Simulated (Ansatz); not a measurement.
# CH8OSi (built from SMILES C[SiH2]O.[H][H]): search for a transition state, part 2 of 2

Ansatz 0.2.0, Gaussian basis; PBE0-D4.

### 8 Relaxing after a step of 0.30 Å the other way along the mode

File downb/in.yaml:

```yaml
crystal:
  periodic: [false, false, false]
  atoms:
    - {symbol: Si, position_ang: [-0.587643, 0.043065, 0.024649]}
    - {symbol: O, position_ang: [-0.240851, -1.437640, 1.004434]}
    - {symbol: H, position_ang: [-1.575684, -0.009851, -1.103069]}
    - {symbol: H, position_ang: [-1.354611, 0.650969, 1.118069]}
    - {symbol: C, position_ang: [0.855260, 1.205850, -0.278406]}
    - {symbol: H, position_ang: [0.156293, -1.666176, -0.294174]}
    - {symbol: H, position_ang: [0.286190, -1.324447, -0.987142]}
    - {symbol: H, position_ang: [-0.997022, -1.842910, 1.438689]}
    - {symbol: H, position_ang: [1.297983, 1.150863, -1.273621]}
    - {symbol: H, position_ang: [0.521153, 2.235138, -0.102481]}
    - {symbol: H, position_ang: [1.638932, 0.995140, 0.452952]}
basis:
  gaussian: {orbitals: def2-TZVP}
hamiltonian: {xc: pbe0, dispersion: d4}
relax: {f_tol: 0.005, max_steps: 200}
```

On the command line:

```sh
ansatz run in.yaml --threads 4 --pin off --events-out ev --progress --plain --max-ram 9574MiB
```

The log of the run:

```text
Functional definition: PBE0
  name "PBE0"
  cite "Adamo & Barone, J. Chem. Phys. 110, 6158 (1999) doi:10.1063/1.478522"
  cite "Perdew, Burke & Ernzerhof, Phys. Rev. Lett. 77, 3865 (1996) doi:10.1103/PhysRevLett.77.3865"
  parent pbe
  parameter a = 0.25
  parameter kappa = 0.804
  parameter beta = 0.06672455060314922
  exchange = (1 - a)*pbe_x(kappa = kappa, mu = beta*pi^2/3) + a*exact_x
  correlation = pbe_c(beta = beta)
951 factors; their error is unknown
mean field evaluation 1: about -11077.4902 eV, gradient 6.6e1 eV
mean field evaluation 2: about -11068.0108 eV, gradient 9.4e1 eV
mean field evaluation 4: about -11085.5350 eV, gradient 4.4e0 eV
mean field evaluation 8: about -11085.6085 eV, gradient 4.3e-2 eV
mean field -11085.60849429 eV, -407.3885980698 hartree, gradient 1.9e-5 eV, S^2 0.000000; 0 other end points of the search recorded, 0 dependent functions left out
the calculation of the forces begins
reference -11085.60852430 eV, -407.3885991729 hartree; 18, 18 occupied and 129, 129 virtual orbitals, 951 factors
relax step   1: F+E_penalty+E_count = -11085.74895416 eV  Δ(F+E_penalty+E_count) = +0.000e0 eV  max|allowed force component| = 1.939e0 eV/Å  Δτ_max = 0.0000 Å  (25 SCF iters, accepted)
these checks for a lower state are left out or cut short: starts, cluster_reference, orbital_swaps, neighbouring_geometries, increment
951 factors; their error is unknown
mean field evaluation 16: about -11085.9472 eV, gradient 8.0e0 eV
mean field -11086.16976381 eV, -407.4092243441 hartree, gradient 9.4e-6 eV, S^2 0.000000; 0 other end points of the search recorded, 0 dependent functions left out
the calculation of the forces begins
reference -11086.16979413 eV, -407.4092254585 hartree; 18, 18 occupied and 129, 129 virtual orbitals, 951 factors
relax step   2: F+E_penalty+E_count = -11086.31363992 eV  Δ(F+E_penalty+E_count) = -5.647e-1 eV  max|allowed force component| = 2.202e0 eV/Å  Δτ_max = 0.1933 Å  (29 SCF iters, accepted)
these checks for a lower state are left out or cut short: starts, cluster_reference, orbital_swaps, neighbouring_geometries, increment
951 factors; their error is unknown
mean field -11086.73415716 eV, -407.4299654172 hartree, gradient 1.1e-5 eV, S^2 0.000000; 0 other end points of the search recorded, 0 dependent functions left out
the calculation of the forces begins
reference -11086.73418773 eV, -407.4299665407 hartree; 18, 18 occupied and 129, 129 virtual orbitals, 951 factors
relax step   3: F+E_penalty+E_count = -11086.87947027 eV  Δ(F+E_penalty+E_count) = -5.658e-1 eV  max|allowed force component| = 2.138e0 eV/Å  Δτ_max = 0.1917 Å  (28 SCF iters, accepted)
[... from here on, the SCF cycles and remarks between the steps are left out ...]
relax step   4: F+E_penalty+E_count = -11087.18142138 eV  Δ(F+E_penalty+E_count) = -3.020e-1 eV  max|allowed force component| = 1.023e0 eV/Å  Δτ_max = 0.1948 Å  (28 SCF iters, accepted)
relax step   5: F+E_penalty+E_count = -11087.34844169 eV  Δ(F+E_penalty+E_count) = -1.670e-1 eV  max|allowed force component| = 7.043e-1 eV/Å  Δτ_max = 0.1947 Å  (28 SCF iters, accepted)
relax step   6: F+E_penalty+E_count = -11087.43793749 eV  Δ(F+E_penalty+E_count) = -8.950e-2 eV  max|allowed force component| = 2.732e-1 eV/Å  Δτ_max = 0.2000 Å  (28 SCF iters, accepted)
relax step   7: F+E_penalty+E_count = -11087.47599301 eV  Δ(F+E_penalty+E_count) = -3.806e-2 eV  max|allowed force component| = 1.684e-1 eV/Å  Δτ_max = 0.1994 Å  (29 SCF iters, accepted)
relax step   8: F+E_penalty+E_count = -11087.50283912 eV  Δ(F+E_penalty+E_count) = -2.685e-2 eV  max|allowed force component| = 1.385e-1 eV/Å  Δτ_max = 0.1999 Å  (28 SCF iters, accepted)
relax step   9: F+E_penalty+E_count = -11087.50990867 eV  Δ(F+E_penalty+E_count) = -7.070e-3 eV  max|allowed force component| = 1.789e-1 eV/Å  Δτ_max = 0.1994 Å  (27 SCF iters, accepted)
relax step  10: F+E_penalty+E_count = -11087.51520946 eV  Δ(F+E_penalty+E_count) = -5.301e-3 eV  max|allowed force component| = 1.550e-1 eV/Å  Δτ_max = 0.0799 Å  (28 SCF iters, accepted)
relax step  11: F+E_penalty+E_count = -11087.51694919 eV  Δ(F+E_penalty+E_count) = -1.740e-3 eV  max|allowed force component| = 4.081e-2 eV/Å  Δτ_max = 0.0991 Å  (28 SCF iters, accepted)
relax step  12: F+E_penalty+E_count = -11087.51804018 eV  Δ(F+E_penalty+E_count) = -1.091e-3 eV  max|allowed force component| = 3.000e-2 eV/Å  Δτ_max = 0.0594 Å  (29 SCF iters, accepted)
relax step  13: F+E_penalty+E_count = -11087.51848026 eV  Δ(F+E_penalty+E_count) = -4.401e-4 eV  max|allowed force component| = 5.626e-2 eV/Å  Δτ_max = 0.0471 Å  (29 SCF iters, accepted)
relax step  14: F+E_penalty+E_count = -11087.51893696 eV  Δ(F+E_penalty+E_count) = -4.567e-4 eV  max|allowed force component| = 8.747e-2 eV/Å  Δτ_max = 0.0617 Å  (28 SCF iters, accepted)
relax step  15: F+E_penalty+E_count = -11087.51936149 eV  Δ(F+E_penalty+E_count) = -4.245e-4 eV  max|allowed force component| = 8.681e-2 eV/Å  Δτ_max = 0.0544 Å  (30 SCF iters, accepted)
relax step  16: F+E_penalty+E_count = -11087.51978670 eV  Δ(F+E_penalty+E_count) = -4.252e-4 eV  max|allowed force component| = 7.373e-2 eV/Å  Δτ_max = 0.0678 Å  (28 SCF iters, accepted)
relax step  17: F+E_penalty+E_count = -11087.52010742 eV  Δ(F+E_penalty+E_count) = -3.207e-4 eV  max|allowed force component| = 6.950e-2 eV/Å  Δτ_max = 0.0635 Å  (28 SCF iters, accepted)
relax step  18: F+E_penalty+E_count = -11087.52034340 eV  Δ(F+E_penalty+E_count) = -2.360e-4 eV  max|allowed force component| = 7.063e-2 eV/Å  Δτ_max = 0.0487 Å  (28 SCF iters, accepted)
relax step  19: F+E_penalty+E_count = -11087.52059966 eV  Δ(F+E_penalty+E_count) = -2.563e-4 eV  max|allowed force component| = 6.421e-2 eV/Å  Δτ_max = 0.0489 Å  (28 SCF iters, accepted)
relax step  20: F+E_penalty+E_count = -11087.52086839 eV  Δ(F+E_penalty+E_count) = -2.687e-4 eV  max|allowed force component| = 6.885e-2 eV/Å  Δτ_max = 0.0576 Å  (28 SCF iters, accepted)
relax step  21: F+E_penalty+E_count = -11087.52107870 eV  Δ(F+E_penalty+E_count) = -2.103e-4 eV  max|allowed force component| = 7.046e-2 eV/Å  Δτ_max = 0.0453 Å  (28 SCF iters, accepted)
relax step  22: F+E_penalty+E_count = -11087.52131420 eV  Δ(F+E_penalty+E_count) = -2.355e-4 eV  max|allowed force component| = 7.154e-2 eV/Å  Δτ_max = 0.0483 Å  (28 SCF iters, accepted)
relax step  23: F+E_penalty+E_count = -11087.52156308 eV  Δ(F+E_penalty+E_count) = -2.489e-4 eV  max|allowed force component| = 6.722e-2 eV/Å  Δτ_max = 0.0501 Å  (28 SCF iters, accepted)
relax step  24: F+E_penalty+E_count = -11087.52180879 eV  Δ(F+E_penalty+E_count) = -2.457e-4 eV  max|allowed force component| = 6.518e-2 eV/Å  Δτ_max = 0.0541 Å  (28 SCF iters, accepted)
relax step  25: F+E_penalty+E_count = -11087.52200444 eV  Δ(F+E_penalty+E_count) = -1.957e-4 eV  max|allowed force component| = 6.108e-2 eV/Å  Δτ_max = 0.0459 Å  (28 SCF iters, accepted)
relax step  26: F+E_penalty+E_count = -11087.52219851 eV  Δ(F+E_penalty+E_count) = -1.941e-4 eV  max|allowed force component| = 5.482e-2 eV/Å  Δτ_max = 0.0447 Å  (28 SCF iters, accepted)
relax step  27: F+E_penalty+E_count = -11087.52239471 eV  Δ(F+E_penalty+E_count) = -1.962e-4 eV  max|allowed force component| = 4.552e-2 eV/Å  Δτ_max = 0.0497 Å  (28 SCF iters, accepted)
relax step  28: F+E_penalty+E_count = -11087.52255653 eV  Δ(F+E_penalty+E_count) = -1.618e-4 eV  max|allowed force component| = 3.800e-2 eV/Å  Δτ_max = 0.0460 Å  (28 SCF iters, accepted)
relax step  29: F+E_penalty+E_count = -11087.52269917 eV  Δ(F+E_penalty+E_count) = -1.426e-4 eV  max|allowed force component| = 3.260e-2 eV/Å  Δτ_max = 0.0438 Å  (27 SCF iters, accepted)
relax step  30: F+E_penalty+E_count = -11087.52283027 eV  Δ(F+E_penalty+E_count) = -1.311e-4 eV  max|allowed force component| = 2.926e-2 eV/Å  Δτ_max = 0.0422 Å  (28 SCF iters, accepted)
relax step  31: F+E_penalty+E_count = -11087.52295348 eV  Δ(F+E_penalty+E_count) = -1.232e-4 eV  max|allowed force component| = 2.732e-2 eV/Å  Δτ_max = 0.0436 Å  (28 SCF iters, accepted)
relax step  32: F+E_penalty+E_count = -11087.52305030 eV  Δ(F+E_penalty+E_count) = -9.682e-5 eV  max|allowed force component| = 2.848e-2 eV/Å  Δτ_max = 0.0441 Å  (28 SCF iters, accepted)
relax step  33: F+E_penalty+E_count = -11087.52311814 eV  Δ(F+E_penalty+E_count) = -6.784e-5 eV  max|allowed force component| = 3.125e-2 eV/Å  Δτ_max = 0.0350 Å  (29 SCF iters, accepted)
relax step  34: F+E_penalty+E_count = -11087.52318065 eV  Δ(F+E_penalty+E_count) = -6.251e-5 eV  max|allowed force component| = 3.522e-2 eV/Å  Δτ_max = 0.0310 Å  (29 SCF iters, accepted)
relax step  35: F+E_penalty+E_count = -11087.52324123 eV  Δ(F+E_penalty+E_count) = -6.058e-5 eV  max|allowed force component| = 3.806e-2 eV/Å  Δτ_max = 0.0330 Å  (29 SCF iters, accepted)
relax step  36: F+E_penalty+E_count = -11087.52329489 eV  Δ(F+E_penalty+E_count) = -5.366e-5 eV  max|allowed force component| = 4.219e-2 eV/Å  Δτ_max = 0.0346 Å  (29 SCF iters, accepted)
relax step  37: F+E_penalty+E_count = -11087.52333455 eV  Δ(F+E_penalty+E_count) = -3.966e-5 eV  max|allowed force component| = 4.246e-2 eV/Å  Δτ_max = 0.0287 Å  (29 SCF iters, accepted)
relax step  38: F+E_penalty+E_count = -11087.52337534 eV  Δ(F+E_penalty+E_count) = -4.080e-5 eV  max|allowed force component| = 4.088e-2 eV/Å  Δτ_max = 0.0289 Å  (29 SCF iters, accepted)
relax step  39: F+E_penalty+E_count = -11087.52341608 eV  Δ(F+E_penalty+E_count) = -4.074e-5 eV  max|allowed force component| = 3.735e-2 eV/Å  Δτ_max = 0.0303 Å  (29 SCF iters, accepted)
relax step  40: F+E_penalty+E_count = -11087.52345351 eV  Δ(F+E_penalty+E_count) = -3.743e-5 eV  max|allowed force component| = 3.340e-2 eV/Å  Δτ_max = 0.0296 Å  (29 SCF iters, accepted)
relax step  41: F+E_penalty+E_count = -11087.52348633 eV  Δ(F+E_penalty+E_count) = -3.282e-5 eV  max|allowed force component| = 2.838e-2 eV/Å  Δτ_max = 0.0265 Å  (29 SCF iters, accepted)
relax step  42: F+E_penalty+E_count = -11087.52351841 eV  Δ(F+E_penalty+E_count) = -3.208e-5 eV  max|allowed force component| = 2.059e-2 eV/Å  Δτ_max = 0.0268 Å  (29 SCF iters, accepted)
relax step  43: F+E_penalty+E_count = -11087.52354635 eV  Δ(F+E_penalty+E_count) = -2.794e-5 eV  max|allowed force component| = 1.292e-2 eV/Å  Δτ_max = 0.0270 Å  (29 SCF iters, accepted)
relax step  44: F+E_penalty+E_count = -11087.52356739 eV  Δ(F+E_penalty+E_count) = -2.104e-5 eV  max|allowed force component| = 1.157e-2 eV/Å  Δτ_max = 0.0250 Å  (29 SCF iters, accepted)
relax step  45: F+E_penalty+E_count = -11087.52358397 eV  Δ(F+E_penalty+E_count) = -1.657e-5 eV  max|allowed force component| = 9.918e-3 eV/Å  Δτ_max = 0.0227 Å  (29 SCF iters, accepted)
relax step  46: F+E_penalty+E_count = -11087.52359626 eV  Δ(F+E_penalty+E_count) = -1.229e-5 eV  max|allowed force component| = 8.172e-3 eV/Å  Δτ_max = 0.0215 Å  (29 SCF iters, accepted)
relax step  47: F+E_penalty+E_count = -11087.52360428 eV  Δ(F+E_penalty+E_count) = -8.017e-6 eV  max|allowed force component| = 9.186e-3 eV/Å  Δτ_max = 0.0192 Å  (29 SCF iters, accepted)
relax step  48: F+E_penalty+E_count = -11087.52360977 eV  Δ(F+E_penalty+E_count) = -5.488e-6 eV  max|allowed force component| = 9.582e-3 eV/Å  Δτ_max = 0.0175 Å  (30 SCF iters, accepted)
relax step  49: F+E_penalty+E_count = -11087.52361356 eV  Δ(F+E_penalty+E_count) = -3.795e-6 eV  max|allowed force component| = 9.661e-3 eV/Å  Δτ_max = 0.0161 Å  (30 SCF iters, accepted)
relax step  50: F+E_penalty+E_count = -11087.52361609 eV  Δ(F+E_penalty+E_count) = -2.530e-6 eV  max|allowed force component| = 9.778e-3 eV/Å  Δτ_max = 0.0123 Å  (31 SCF iters, accepted)
relax step  51: F+E_penalty+E_count = -11087.52361814 eV  Δ(F+E_penalty+E_count) = -2.046e-6 eV  max|allowed force component| = 9.073e-3 eV/Å  Δτ_max = 0.0107 Å  (31 SCF iters, accepted)
relax step  52: F+E_penalty+E_count = -11087.52361991 eV  Δ(F+E_penalty+E_count) = -1.770e-6 eV  max|allowed force component| = 7.583e-3 eV/Å  Δτ_max = 0.0099 Å  (31 SCF iters, accepted)
relax step  53: F+E_penalty+E_count = -11087.52362143 eV  Δ(F+E_penalty+E_count) = -1.523e-6 eV  max|allowed force component| = 5.095e-3 eV/Å  Δτ_max = 0.0104 Å  (31 SCF iters, accepted)
relax step  54: F+E_penalty+E_count = -11087.52362263 eV  Δ(F+E_penalty+E_count) = -1.205e-6 eV  max|allowed force component| = 2.373e-3 eV/Å  Δτ_max = 0.0112 Å  (31 SCF iters, accepted)
relax step  55: F+E_penalty+E_count = -11087.52362349 eV  Δ(F+E_penalty+E_count) = -8.591e-7 eV  max|allowed force component| = 2.038e-3 eV/Å  Δτ_max = 0.0106 Å  (31 SCF iters, accepted)
these checks for a lower state are left out or cut short: starts, cluster_reference, orbital_swaps, neighbouring_geometries, increment
951 factors; their error is unknown
mean field -11087.39386329 eV, -407.4542091703 hartree, gradient 1.2e-5 eV, S^2 0.000000; 0 other end points of the search recorded, 0 dependent functions left out
the calculation of the forces begins
reference -11087.39389710 eV, -407.4542104131 hartree; 18, 18 occupied and 129, 129 virtual orbitals, 951 factors
relax step  56: F+E_penalty+E_count = -11087.52362415 eV  Δ(F+E_penalty+E_count) = -6.519e-7 eV  max|allowed force component| = 1.718e-3 eV/Å  Δτ_max = 0.0059 Å  (31 SCF iters, accepted)
951 factors; their error is unknown
mean field evaluation 416: about -11087.3939 eV, gradient 1.6e-5 eV
mean field -11087.39386329 eV, -407.4542091703 hartree, gradient 4.4e-5 eV, S^2 0.000000; 1 other end points of the search recorded, 0 dependent functions left out
the calculation of the forces begins
reference -11087.39389710 eV, -407.4542104131 hartree; 18, 18 occupied and 129, 129 virtual orbitals, 951 factors
Total energy: -11087.52365797 eV, -407.4589790368 hartree
Atom 0 at    -0.893377     0.475046     0.579775 Å, force    -0.000388     0.000544     0.000217 eV/Å
Atom 1 at    -0.808247    -1.166024     0.396323 Å, force    -0.000274     0.000470     0.000493 eV/Å
Atom 2 at    -2.163901     0.998864    -0.000603 Å, force     0.000928    -0.000492     0.000616 eV/Å
Atom 3 at    -0.883601     0.838518     2.026583 Å, force     0.000003    -0.000300    -0.001136 eV/Å
Atom 4 at     0.578819     1.188020    -0.293891 Å, force     0.000788     0.000149    -0.000722 eV/Å
Atom 5 at     1.205238    -2.207452    -0.854487 Å, force     0.001080    -0.000429    -0.000645 eV/Å
Atom 6 at     1.811485    -2.444003    -1.223013 Å, force    -0.001061     0.000469     0.000648 eV/Å
Atom 7 at    -1.499135    -1.696134     0.794443 Å, force     0.000014    -0.000186    -0.000346 eV/Å
Atom 8 at     0.563889     0.926494    -1.354306 Å, force     0.000101     0.000335     0.001718 eV/Å
Atom 9 at     0.581609     2.277849    -0.209868 Å, force     0.000192    -0.001178    -0.000200 eV/Å
Atom 10 at     1.507222     0.808823     0.138943 Å, force    -0.001382     0.000618    -0.000644 eV/Å
Dipole moment:    -0.126769     0.028740     0.082019 e Å
```

Wall time 1.9 min (4 threads of Intel Xeon Platinum 8259CL at 2.50GHz, shared host).

Along the way: (not every step is listed)

```tsv
step	energy from step 1 (eV)	largest force component (eV/Å)
1	0.0000	1.9385
2	-0.5647	2.2024
3	-1.1305	2.1383
4	-1.4325	1.0231
5	-1.5995	0.7043
6	-1.6890	0.2732
7	-1.7270	0.1684
8	-1.7539	0.1385
9	-1.7610	0.1789
13	-1.7695	0.0563
17	-1.7712	0.0695
21	-1.7721	0.0705
25	-1.7730	0.0611
29	-1.7737	0.0326
33	-1.7742	0.0312
37	-1.7744	0.0425
41	-1.7745	0.0284
45	-1.7746	0.0099
49	-1.7747	0.0097
51	-1.7747	0.0091
52	-1.7747	0.0076
53	-1.7747	0.0051
54	-1.7747	0.0024
55	-1.7747	0.0020
56	-1.7747	0.0017
```

Distances of close pairs at the start and the end, largest changes first:

```tsv
bond	before (Å)	after (Å)	change (Å)
Si1–O2	1.809	1.653	-0.156
H6–H7	0.783	0.748	-0.036
Si1–H4	1.467	1.492	+0.024
Si1–C5	1.878	1.854	-0.023
Si1–H3	1.500	1.492	-0.008
O2–H8	0.962	0.958	-0.004
C5–H10	1.096	1.093	-0.003
C5–H9	1.091	1.092	+0.002
```

### 9 The three structures

```tsv
pair	start side (Å)	saddle (Å)	end side (Å)
Si1–H7	4.369	1.756	1.491
O2–H6	2.589	1.106	0.960
Si1–O2	1.653	1.893	3.370
H6–H7	0.748	1.171	2.601
```

### 10 Summary of results

What follows sums up all 2 parts.

```
                       quantity                                                     value
                 imaginary mode                                                1114i cm⁻¹
    barrier from the start side                                              215.8 kJ/mol
      barrier from the end side                                              154.0 kJ/mol
             energy of the step                                              +61.8 kJ/mol
              pairs that change  Si1–H7 formed, O2–H6 formed, Si1–O2 broken, H6–H7 broken
zero-point energy at the saddle                                                  2.225 eV
```

In words: One imaginary mode, 1114i cm⁻¹, makes this a first-order saddle. Going downhill both ways gives the intended start and end. At PBE0-D4/def2-TZVP the electronic barrier is 215.8 kJ/mol, about 87 kT at 298 K, and the step runs 61.8 kJ/mol uphill. The barrier is thin enough for tunnelling; the leading (Wigner) term alone is a factor of 2.2 at 298 K. A step off the saddle overshot and began above it in energy, so the link to its end is likely but not proven. Lower complexes than these ends may exist.
